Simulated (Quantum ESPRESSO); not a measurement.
## TaAs in Quantum ESPRESSO: the effect of boundary

TaAs, a sheet with vacuum:

```
CELL_PARAMETERS angstrom
3.32586 0.00000 0.00000
0.00000 3.32586 0.00000
0.00000 0.00000 25.74029
ATOMIC_POSITIONS crystal
Ta 0.00000 0.00000 0.27178
As 0.50000 0.50000 0.31096
```

The cell was built by a generator and needn't be a form met in nature.

Alike in all runs:

| Item | Value |
| --- | --- |
| Program | Quantum ESPRESSO 7.5 |
| Task | work function |
| Functional | PBE |
| Potentials or basis | PseudoDojo 0.4.1 SR PBE standard |
| Cutoff | 1143 eV |
| Density cutoff | 4572 eV |
| k mesh | 8 × 8 × 1 |
| Occupations | fermi-dirac, width 0.05 eV |
| Spin | no spin polarisation |

```tsv
boundary	work function (eV)
none	?
dipole	4.72
esm	4.72
```

Question: What does the run with boundary none give?

Answer: Work function 4.61 eV.
